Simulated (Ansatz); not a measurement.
**MP2/def2-SVP (core potential) run of HfCl4 (hafnium tetrachloride)**

Aim: the vertical ionisation energy of HfCl4 (hafnium tetrachloride) at MP2/def2-SVP (core potential), from 2 runs. 

Program for the calculation: Ansatz 0.2.0.

### Step 1. The structure to begin with

HfCl4: 5 atoms, total charge 0, spin state singlet. SMILES: `[Cl][Hf]([Cl])([Cl])[Cl]`. The shape is that of a PBE0-D4/def2-TZVP optimisation.

Bond lengths: Cl1–Hf2 2.318 Å, Hf2–Cl3 2.318 Å, Hf2–Cl4 2.318 Å, Hf2–Cl5 2.318 Å. Angles: Cl1–Hf2–Cl3 109.5°, Cl1–Hf2–Cl4 109.5°, Cl1–Hf2–Cl5 109.5°, Cl3–Hf2–Cl4 109.5°, Cl3–Hf2–Cl5 109.5°, Cl4–Hf2–Cl5 109.5°.

### Step 2. The energy at MP2/def2-SVP (core potential)

Contents of job.yaml:

```yaml
crystal:
  periodic: [false, false, false]
  atoms:
    - symbol: Cl
      position_ang: [-0.049920, -0.218520, 2.307050]
    - symbol: Hf
      position_ang: [0.000120, -0.000030, 0.000030]
    - symbol: Cl
      position_ang: [1.506260, -1.521760, -0.888040]
    - symbol: Cl
      position_ang: [-2.112190, -0.411630, -0.860750]
    - symbol: Cl
      position_ang: [0.655730, 2.151940, -0.558290]
basis:
  gaussian: {orbitals: def2-SVP}
correlation: {method: mp2, frozen_orbitals: {Cl: 5, Hf: 0}}
accuracy: high
```

Run with:

```sh
ansatz run job.yaml --threads 1 --pin off --max-ram 3480MiB --events-out events.jsonl --progress --plain --runs-dir runs
```

The log of the run:

```text
Warning: RAYON_NUM_THREADS=1 ignored (pool sized by the plan → 1); use --threads N
Functional definition: HF
  name "HF"
  exchange = exact_x
  correlation = 0
2067 factors; integrals over basis functions are off by at most 3.9e-8 eV
mean field evaluation 1: about -51296.7490 eV, gradient 2.9e1 eV
mean field evaluation 2: about -51297.0008 eV, gradient 3.0e1 eV
mean field evaluation 4: about -51299.8720 eV, gradient 1.5e0 eV
mean field evaluation 8: about -51299.9084 eV, gradient 8.7e-2 eV
mean field evaluation 16: about -51299.9085 eV, gradient 1.7e-8 eV
mean field -51299.90851466 eV, -1885.2368655869 hartree, gradient 4.2e-8 eV, S^2 0.000000; 0 other end points of the search recorded, 0 dependent functions left out
20 core orbitals not correlated: weight in the atoms' cores, before any rotation towards them, 1.000 or more for the frozen orbitals, at most 0.000 for the correlated occupied ones
reference -51299.90851466 eV, -1885.2368655869 hartree; 20, 20 occupied and 64, 64 virtual orbitals, 2067 factors
second order -20.17861067 eV of doubles, -0.00000000 eV of singles
Total energy: -51320.08712533 eV, -1885.9784158516 hartree
```

Run time: 2 s. Hardware: 1 thread of AMD EPYC 9R45 (Zen 5), shared host; peak memory 0.37 GiB.

### Step 3. The doublet cation

Changes to job.yaml since step 2:

```diff
@@ -1 +1,4 @@
+basis:
+  gaussian:
+    orbitals: def2-SVP
 crystal:
@@ -13,5 +16,9 @@
       position_ang: [0.655730, 2.151940, -0.558290]
-basis:
-  gaussian: {orbitals: def2-SVP}
-correlation: {method: mp2, frozen_orbitals: {Cl: 5, Hf: 0}}
+total_charge: 1
+magnetization:
+  spin_polarized: true
+  initial_magnetization: 1
+correlation:
+  method: mp2
+  frozen_orbitals: {Cl: 5, Hf: 0}
 accuracy: high
```

Run with:

```sh
ansatz run job.yaml --threads 1 --pin off --max-ram 3480MiB --events-out events.jsonl --progress --plain --runs-dir runs
```

The log of the run, cut to the lines that bear on the results:

```text
Warning: RAYON_NUM_THREADS=1 ignored (pool sized by the plan → 1); use --threads N
Functional definition: HF
  name "HF"
[...]
2067 factors; integrals over basis functions are off by at most 3.9e-8 eV
[...]
mean field -51288.15731510 eV, -1884.8050169681 hartree, gradient 2.6e-8 eV, S^2 0.757965; 20 other end points of the search recorded, 0 dependent functions left out
20 core orbitals not correlated: weight in the atoms' cores, before any rotation towards them, 1.000 or more for the frozen orbitals, at most 0.000 for the correlated occupied ones
reference -51288.15731510 eV, -1884.8050169681 hartree; 20, 19 occupied and 64, 65 virtual orbitals, 2067 factors
second order -19.71018374 eV of doubles, -0.00000000 eV of singles
Total energy: -51307.86749884 eV, -1885.5293528606 hartree
```

Wall time 1.9 min (1 thread of AMD EPYC 9R45 (Zen 5), shared host); peak memory 0.74 GiB.

### Step 4. Outcome

Level: MP2/def2-SVP (core potential), 20 core orbitals frozen.

| quantity | value |
| --- | --- |
| singlet HfCl4: total energy | -1885.97842 Eh |
| singlet HfCl4: correlation energy (20 core orbitals frozen) | -741.6 mEh |
| doublet cation: total energy | -1885.52935 Eh |
| doublet cation: correlation energy (20 core orbitals frozen) | -724.3 mEh |
| doublet cation: ⟨S²⟩ of the reference determinant | 0.758 |
| vertical ionisation energy (to the doublet cation) | 12.220 eV |

The vertical ionisation energy comes to 12.22 eV (282 kcal/mol).
